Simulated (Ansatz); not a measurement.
From input file to script: CH₄FNSSi, SMILES N[Si]1(F)CS1 in Ansatz 0.2.0.

```yaml
crystal:
  periodic: [false, false, false]
  atoms:
    - { symbol: "N", position_ang: [0.3538, 0.6638, 1.5066] }
    - { symbol: Si, position_ang: [0.6445, 0.0748, -0.0262] }
    - { symbol: F, position_ang: [1.6911, -1.0842, 0.0774] }
    - { symbol: C, position_ang: [-0.4563, 0.0633, -1.3591] }
    - { symbol: S, position_ang: [-1.266, -1.0359, -0.3066] }
    - { symbol: H, position_ang: [-0.6197, 0.3733, 1.7399] }
    - { symbol: H, position_ang: [0.961, 0.2589, 2.1583] }
    - { symbol: H, position_ang: [-1.034, 0.9905, -1.5528] }
    - { symbol: H, position_ang: [-0.1859, -0.3508, -2.2546] }
basis:
  gaussian:
    orbitals: def2-SVPD
correlation:
  method: ccsd
```

`energy_ch4fnssi.py`:
```python
import json

import ansatz as az

BASIS_SET = "def2-SVPD"
LEVEL = "CCSD"

molecule = (
    az.Crystal.molecule()
    .atom("N", (0.3538, 0.6638, 1.5066))
    .atom("Si", (0.6445, 0.0748, -0.0262))
    .atom("F", (1.6911, -1.0842, 0.0774))
    .atom("C", (-0.4563, 0.0633, -1.3591))
    .atom("S", (-1.266, -1.0359, -0.3066))
    .atom("H", (-0.6197, 0.3733, 1.7399))
    .atom("H", (0.961, 0.2589, 2.1583))
    .atom("H", (-1.034, 0.9905, -1.5528))
    .atom("H", (-0.1859, -0.3508, -2.2546))
)

base = (
    molecule.calculation()
    .basis(gaussian=BASIS_SET)
    .correlation(LEVEL)
)
trace = []
out = base.session().plan().execute(on_event=trace.append)
report = out.report
for event in trace:
    if event["event"] == "mean_field_evaluation" and event["data"]["evaluation"] <= 25:
        print("pass {evaluation:3d}  E = {energy_ev:.6f} eV  gradient {gradient_ev:.1e}".format(**event["data"]))

for key in ("converged", "free_energy_ev", "reference_energy_ev", "n_frozen", "n_occupied", "n_virtual"):
    print(f"{key:22s} {report[key]}")

parts = report["correlation"]
for name in ("random_phase", "coupled_cluster", "perturbative"):
    if name in parts:
        print(f"{name:16s} {parts[name]['energy']['hartree']:12.7f} Ha")
if "second_order" in parts:
    pair = parts["second_order"]
    print(f"MP2 same spin {pair['same_spin']['hartree']:.7f} Ha, opposite spin {pair['opposite_spin']['hartree']:.7f} Ha")

state = report["mean_field"]["state"]
print(f"mean field: {state['energy']['hartree']:.7f} Ha, <S^2> = {abs(state['spin_squared']):.4f}, stability: {state.get('stability', {}).get('kind')}")
with open("ch4fnssi.json", "w") as handle:
    json.dump({k: report[k] for k in ("free_energy_ev", "reference_energy_ev", "n_occupied", "n_virtual")}, handle, indent=1)
```

```console
$ python energy_ch4fnssi.py
pass   1  E = -23948.301837 eV  gradient 3.8e+01
pass   2  E = -23948.434100 eV  gradient 3.9e+01
pass   3  E = -23951.079039 eV  gradient 1.9e+01
pass   4  E = -23951.728223 eV  gradient 3.2e+00
pass   5  E = -23951.762119 eV  gradient 9.3e-01
pass   6  E = -23951.762329 eV  gradient 9.3e-01
pass   7  E = -23951.765571 eV  gradient 8.9e-01
pass   8  E = -23951.768408 eV  gradient 2.5e-01
pass   9  E = -23951.768744 eV  gradient 7.0e-02
pass  10  E = -23951.768783 eV  gradient 2.6e-02
pass  11  E = -23951.768786 eV  gradient 2.7e-02
pass  12  E = -23951.768792 eV  gradient 6.9e-06
pass  13  E = -23951.768792 eV  gradient 1.2e-04
pass  14  E = -23951.768792 eV  gradient 2.8e-06
pass  15  E = -23951.768792 eV  gradient 3.6e-06
pass  16  E = -23948.302411 eV  gradient 3.8e+01
pass  17  E = -23950.922393 eV  gradient 1.9e+01
pass  18  E = -23951.566733 eV  gradient 3.2e+00
pass  19  E = -23951.599407 eV  gradient 9.0e-01
pass  20  E = -23951.762740 eV  gradient 1.6e+00
pass  21  E = -23951.768424 eV  gradient 2.5e-01
pass  22  E = -23951.768716 eV  gradient 7.8e-02
pass  23  E = -23951.768746 eV  gradient 8.4e-02
converged              True
free_energy_ev         -23973.21387803452
reference_energy_ev    -23951.768792137893
n_frozen               13
n_occupied             [15, 15]
n_virtual              [118, 118]
coupled_cluster    -0.7880924 Ha
MP2 same spin -0.1979877 Ha, opposite spin -0.5550043 Ha
mean field: -880.2112680 Ha, <S^2> = 0.0000, stability: minimum
```

What to keep in mind:
- Total energies depend on the basis set; only differences at equal settings carry meaning.
- The geometry is a force-field or estimated start, not a minimum of this method, and the basis set is short of its limit.
- S² is that of the Hartree-Fock reference.
- Early passes use coarser integrals and grids, so their energies can't be compared with the last.
- The whole script took 12 s on 1 thread of AMD EPYC 9R45 96-Core Processor (Zen 5), with other jobs on the host, peak memory 1.1 GiB.

(Lines on the test bed's own set-up are left out of the output.)
